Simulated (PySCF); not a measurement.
# One shape, several levels: C3H8O2Si (SiH2Me(OAc))

Wanted: a comparison of 6 runs (HF/STO-3G, HF/3-21G, HF/def2-SVP, B3LYP/6-31G*, PBE0/def2-SVP, CCSD(T)/STO-3G) of C3H8O2Si (SiH2Me(OAc)). The job is set up through a Python script.

The results are computed with PySCF 2.14.0.

**1. The molecule**

The species is C3H8O2Si (14 atoms), meant as a singlet with charge 0. SMILES: `[H][Si]([H])(C)OC(C)=O`. The shape is that of a GFN2-xTB optimisation. This is one conformer, not always the lowest.

Bond lengths: Si1–C4 1.891 Å, Si1–O8 1.668 Å, O8–C9 1.326 Å, C9–C10 1.504 Å, C9–O11 1.201 Å, Si1–H2 1.461 Å, Si1–H3 1.461 Å, C4–H5 1.084 Å, C4–H6 1.086 Å, C4–H7 1.086 Å, C10–H12 1.085 Å, C10–H13 1.088 Å, C10–H14 1.088 Å. Some angles: C4–Si1–O8 101.6°, Si1–O8–C9 122.0°, O8–C9–C10 112.5°, O8–C9–O11 122.4°, C10–C9–O11 125.1°, Si1–C4–H5 109.9°, Si1–C4–H6 111.8°, Si1–C4–H7 111.8°, H2–Si1–C4 112.7°, H2–Si1–O8 108.4°.

**2. Energy and forces at HF/STO-3G (run 1)**

Contents of input.py:

```python
# SiH2Me(OAc)
import pyscf.grad
from pyscf import gto

molecule = gto.M(
    atom='''
Si     1.269272     2.154061     0.894445
H      1.177999     2.185563     3.653540
H      3.861240     2.159881    -0.054708
C     -0.746480     4.710294    -0.581412
H     -0.043369     6.556008    -0.036358
H     -2.703650     4.581584     0.022526
H     -0.722801     4.612576    -2.631651
O     -0.175820    -0.456860    -0.120810
C      0.649423    -2.747643     0.474302
C     -0.961209    -4.808843    -0.636781
O      2.487787    -3.079895     1.763417
H     -0.231643    -6.645827    -0.088307
H     -0.966349    -4.632909    -2.684639
H     -2.894380    -4.587972     0.026437
''',
    verbose=3,
    charge=0,
    basis='sto-3g',
    max_memory=1860,
    unit='bohr',
)

hf = molecule.RHF()
hf.conv_tol = 1e-10
hf.kernel()
if not hf.converged:
    hf = hf.newton().run(hf.mo_coeff, hf.mo_occ)

e_tot = hf.e_tot
print('E = %.10f Eh' % e_tot)
grad = hf.Gradients().kernel()
hf.analyze()
```

The run is started by

```bash
OMP_NUM_THREADS=1 python input.py
```

What it wrote:

```text
converged SCF energy = -550.208733408814
[... 16 lines left out ...]
MO #7   energy= -6.00874274215706  occ= 2
[... 6 lines left out ...]
MO #14  energy= -0.90803013532685  occ= 2
[... 6 lines left out ...]
MO #21  energy= -0.523996465378935 occ= 2
[... 6 lines left out ...]
MO #28  energy= -0.320221492387501 occ= 2
[... 6 lines left out ...]
MO #35  energy= 0.698641777481671  occ= 0
[... 6 lines left out ...]
MO #42  energy= 1.05162265744095   occ= 0
[... 15 lines left out ...]
Dipole moment(X, Y, Z, Debye): -0.81610,  1.17014, -0.57553
```

Wall time 3.3 s (1 thread of Intel Xeon at 2.70GHz, shared host); peak memory 0.12 GiB.

**3. Energy and forces at HF/3-21G (run 2)**

Contents of job.py:

```python
# SiH2Me(OAc)
from pyscf import gto, scf

mol = gto.Mole()
mol.atom = '''
Si     1.269272     2.154061     0.894445
H      1.177999     2.185563     3.653540
H      3.861240     2.159881    -0.054708
C     -0.746480     4.710294    -0.581412
H     -0.043369     6.556008    -0.036358
H     -2.703650     4.581584     0.022526
H     -0.722801     4.612576    -2.631651
O     -0.175820    -0.456860    -0.120810
C      0.649423    -2.747643     0.474302
C     -0.961209    -4.808843    -0.636781
O      2.487787    -3.079895     1.763417
H     -0.231643    -6.645827    -0.088307
H     -0.966349    -4.632909    -2.684639
H     -2.894380    -4.587972     0.026437
'''
mol.verbose = 4
mol.max_memory = 1860
mol.unit = 'bohr'
mol.basis = '3-21g'
mol.build()

mf = scf.RHF(mol)
mf.conv_tol = 1e-10
mf.kernel()
if not mf.converged:
    mf = mf.newton().run(mf.mo_coeff, mf.mo_occ)

energy = mf.e_tot
print('E = %.10f Eh' % energy)
grad = mf.nuc_grad_method().kernel()
mf.analyze()
```

The run is started by

```bash
OMP_NUM_THREADS=1 python job.py
```

What it wrote:

```text
PySCF version 2.14.0

[... 95 lines left out ...]
MO #4   energy= -11.3367400281049  occ= 2
[... 13 lines left out ...]
MO #18  energy= -0.65925900310883  occ= 2
[... 13 lines left out ...]
MO #32  energy= 0.27818541341969   occ= 0
[... 13 lines left out ...]
MO #46  energy= 0.689951095148785  occ= 0
[... 13 lines left out ...]
MO #60  energy= 1.35067490873822   occ= 0
[... 13 lines left out ...]
MO #74  energy= 3.63062270273331   occ= 0
[... 91 lines left out ...]
Dipole moment(X, Y, Z, Debye): -1.70234,  0.90520, -1.20168
```

Wall time 3.6 s (1 thread of Intel Xeon at 2.70GHz, shared host); peak memory 0.15 GiB.

Runs 3 to 5 aren't shown in full; the table further down has their settings and results.

**4. A single-point energy at CCSD(T)/STO-3G (run 6)**

Contents of calc.py:

```python
from pyscf import gto, cc

mol = gto.M(
    atom='''
Si     0.671670     1.139880     0.473320
H      0.623370     1.156550     1.933370
H      2.043280     1.142960    -0.028950
C     -0.395020     2.492580    -0.307670
H     -0.022950     3.469290    -0.019240
H     -1.430710     2.424470     0.011920
H     -0.382490     2.440870    -1.392610
O     -0.093040    -0.241760    -0.063930
C      0.343660    -1.453990     0.250990
C     -0.508650    -2.544730    -0.336970
O      1.316480    -1.629810     0.933160
H     -0.122580    -3.516820    -0.046730
H     -0.511370    -2.451630    -1.420650
H     -1.531640    -2.427850     0.013990
''',
    max_memory=1860,
    basis='sto-3g',
    charge=0,
    spin=0,
    verbose=4,
)

mf = mol.RHF()
mf.conv_tol = 1e-10
mf.kernel()
if not mf.converged:
    mf = mf.newton().run(mf.mo_coeff, mf.mo_occ)

mycc = cc.CCSD(mf, frozen=10)
mycc.kernel()
e_t = mycc.ccsd_t()
etot = mycc.e_tot + e_t
print('Final energy', etot)
dip = mf.dip_moment()
pop, q = mf.mulliken_pop()
```

The run is started by

```bash
OMP_NUM_THREADS=1 python calc.py
```

What it wrote:

```text
PySCF version 2.14.0

[... 68 lines left out ...]
converged SCF energy = -550.208733404581
[... 12 lines left out ...]
Init t2, MP2 energy = -550.497228947384  E_corr(MP2) -0.288495542802453
[... 13 lines left out ...]
CCSD converged
[... 2 lines left out ...]
Final energy -550.5724019494637
Dipole moment(X, Y, Z, Debye): -0.81610,  1.17014, -0.57552
[... 57 lines left out ...]
charge of   13H =      0.07849
```

Wall time 1.8 s (1 thread of Intel Xeon at 2.70GHz, shared host); peak memory 0.14 GiB.

**5. All runs side by side**

```tsv
run	level	Cartesian functions	integration grid	energy (Eh)	dipole moment (D) of the reference	HOMO energy (eV)	LUMO energy (eV)	wall time
1	HF/STO-3G	no	–	-550.208733	1.54	-8.71	9.03	3.3 s
2	HF/3-21G	no	–	-553.969547	2.27	-11.96	4.70	3.6 s
3	HF/def2-SVP	no	–	-556.699415	2.50	-12.29	4.49	21 s
4	B3LYP/6-31G* (Cartesian functions)	yes	5	-559.138123	2.37	-7.40	0.33	62 s
5	PBE0/def2-SVP	no	5	-558.418346	2.37	-7.90	0.39	73 s
6	CCSD(T)/STO-3G	no	–	-550.572402	1.54	-8.71	9.03	1.8 s
```

**6. What came out**

| quantity | value |
| --- | --- |
| run 6: total energy | -550.57240 Eh |
| run 6: dipole moment (Hartree–Fock density) | 1.54 D |
| run 6: HOMO energy (Hartree–Fock orbitals) | -8.71 eV |
| run 6: LUMO energy (Hartree–Fock orbitals) | 9.03 eV |
| run 6: HOMO–LUMO gap (Hartree–Fock orbitals) | 17.74 eV |
| run 6: correlation energy (10 core orbitals frozen) | -363.7 mEh |
| run 6: (T) correction | -8.91 mEh |
| run 6: T1 diagnostic | 0.011 |

What this shows: Over runs 1, 2, 3, 4, 5 the dipole moment (its size) runs from 1.54 D (HF/STO-3G) to 2.50 D (HF/def2-SVP). Over runs 1, 2, 3, 4, 5 the HOMO–LUMO gap runs from 7.74 eV (B3LYP/6-31G*) to 17.74 eV (HF/STO-3G). The two ends differ in method and basis. Totals of different functionals can't be ranked against each other. In runs 1, 6 the basis is minimal, so the values are rough. All runs together took 2.8 min, the longest 73 s.
